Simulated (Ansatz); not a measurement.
# CH5BN2 (SMILES NC1BN1): HF/STO-3G

Aim: the energy change on altering one bond length of CH5BN2 at HF/STO-3G, from 2 runs. 

The calculation is run with Ansatz 0.2.0.

74 further runs of the same task are left out: 74 set aside as unsound or not needed.

### Step 1. The system as given

CH5BN2: 9 atoms, total charge 0, spin state singlet. As SMILES, `NC1BN1`. The shape is that of a PBE0-D4/def2-TZVP optimisation. This is one conformer, not always the lowest.

Bond lengths: N1–C2 1.431 Å, C2–B3 1.561 Å, C2–N4 1.467 Å, B3–N4 1.341 Å, N1–H5 1.010 Å, N1–H6 1.010 Å, C2–H7 1.092 Å, B3–H8 1.184 Å, N4–H9 1.004 Å. Some angles: N1–C2–B3 121.1°, N1–C2–N4 117.3°, B3–C2–N4 52.5°, C2–B3–N4 60.2°, C2–N4–B3 67.4°, N1–C2–H7 115.1°, B3–C2–H7 121.0°, N4–C2–H7 113.6°, C2–N1–H5 112.4°, C2–N1–H6 112.7°.

### Step 2. The energy at HF/STO-3G

File in.yaml:

```yaml
crystal:
  periodic: [false, false, false]
  atoms:
    - {symbol: N, position_ang: [0.142900, 1.194400, -0.640600]}
    - {symbol: C, position_ang: [-0.364200, -0.077200, -0.222300]}
    - {symbol: B, position_ang: [0.591200, -1.194100, 0.303200]}
    - {symbol: "N", position_ang: [-0.130500, -0.469900, 1.171500]}
    - {symbol: H, position_ang: [0.784000, 1.117400, -1.417000]}
    - {symbol: H, position_ang: [-0.589900, 1.842600, -0.892400]}
    - {symbol: H, position_ang: [-1.366400, -0.317200, -0.582700]}
    - {symbol: H, position_ang: [1.414200, -2.039000, 0.194700]}
    - {symbol: H, position_ang: [-0.392800, -0.103200, 2.068300]}
basis:
  gaussian:
    orbitals: STO-3G
hamiltonian:
  xc: hf
accuracy: high
output: {orbitals: {seedname: orbitals}}
```

On the command line:

```bash
$ ansatz run in.yaml --threads 1 --pin off --max-ram 3480MiB --events-out events.jsonl --progress --plain --runs-dir runs
```

Output:

```text
Warning: RAYON_NUM_THREADS=1 ignored (pool sized by the plan → 1); use --threads N
Functional definition: HF
  name "HF"
  exchange = exact_x
  correlation = 0
514 factors; integrals over basis functions are off by at most 1.5e-8 eV
mean field evaluation 1: about -4682.0449 eV, gradient 1.9e1 eV
mean field evaluation 2: about -4682.2144 eV, gradient 1.9e1 eV
mean field evaluation 4: about -4683.4985 eV, gradient 1.9e0 eV
mean field evaluation 8: about -4683.5122 eV, gradient 2.4e-2 eV
mean field -4683.51217215 eV, -172.1158977279 hartree, gradient 1.7e-8 eV, S^2 0.000000; 0 other end points of the search recorded, 0 dependent functions left out
reference -4683.51217215 eV, -172.1158977279 hartree; 15, 15 occupied and 10, 10 virtual orbitals, 514 factors
Total energy: -4683.51217215 eV, -172.1158977279 hartree
```

Run time: 0.18 s. Hardware: 1 thread of Arm Neoverse V2, shared host.

### Step 3. The distorted shape

File in.yaml:

```yaml
crystal:
  periodic: [false, false, false]
  atoms:
    - symbol: N
      position_ang: [0.362742, 0.999938, -0.565059]
    - symbol: C
      position_ang: [-0.144358, -0.271662, -0.146759]
    - symbol: B
      position_ang: [0.811042, -1.388562, 0.378741]
    - symbol: N
      position_ang: [0.089342, -0.664362, 1.247041]
    - symbol: H
      position_ang: [1.003842, 0.922938, -1.341459]
    - symbol: H
      position_ang: [-0.589900, 1.842600, -0.892400]
    - symbol: H
      position_ang: [-1.146558, -0.511662, -0.507159]
    - symbol: H
      position_ang: [1.634042, -2.233462, 0.270241]
    - symbol: H
      position_ang: [-0.172958, -0.297662, 2.143841]
basis:
  gaussian:
    orbitals: STO-3G
hamiltonian:
  xc: hf
accuracy: high
output:
  orbitals: {seedname: orbitals}
```

On the command line:

```bash
$ ansatz run in.yaml --threads 1 --pin off --max-ram 3480MiB --events-out events.jsonl --progress --plain --runs-dir runs
```

Output:

```text
Warning: RAYON_NUM_THREADS=1 ignored (pool sized by the plan → 1); use --threads N
[... 4 set-up lines as earlier in the session ...]
512 factors; integrals over basis functions are off by at most 2.4e-8 eV
mean field evaluation 1: about -4680.5070 eV, gradient 1.9e1 eV
mean field evaluation 2: about -4680.6708 eV, gradient 1.9e1 eV
mean field evaluation 4: about -4682.0199 eV, gradient 1.9e0 eV
mean field evaluation 8: about -4682.0354 eV, gradient 3.3e-2 eV
mean field -4682.03538322 eV, -172.0616267357 hartree, gradient 1.3e-8 eV, S^2 0.000000; 0 other end points of the search recorded, 0 dependent functions left out
reference -4682.03538322 eV, -172.0616267357 hartree; 15, 15 occupied and 10, 10 virtual orbitals, 512 factors
Total energy: -4682.03538322 eV, -172.0616267357 hartree
```

Wall time 0.18 s (1 thread of Arm Neoverse V2, shared host).

### Step 4. Outcome

At HF/STO-3G:

| quantity | value |
| --- | --- |
| first shape: total energy | -172.11590 Eh |
| first shape: HOMO energy | -8.29 eV |
| first shape: LUMO energy | 9.04 eV |
| first shape: HOMO–LUMO gap | 17.33 eV |
| distorted shape: total energy | -172.06163 Eh |
| distorted shape: HOMO energy | -8.13 eV |
| distorted shape: LUMO energy | 8.90 eV |
| distorted shape: HOMO–LUMO gap | 17.03 eV |
| energy change with the N1–H6 bond stretched from 1.010 to 1.313 Å | 1.477 eV |

In words: With the N1–H6 bond stretched from 1.010 to 1.313 Å the energy rises by 1.48 eV (34 kcal/mol). The first shape isn't relaxed at this level, so the change isn't measured from a minimum. The minimal basis adds a large error of its own.
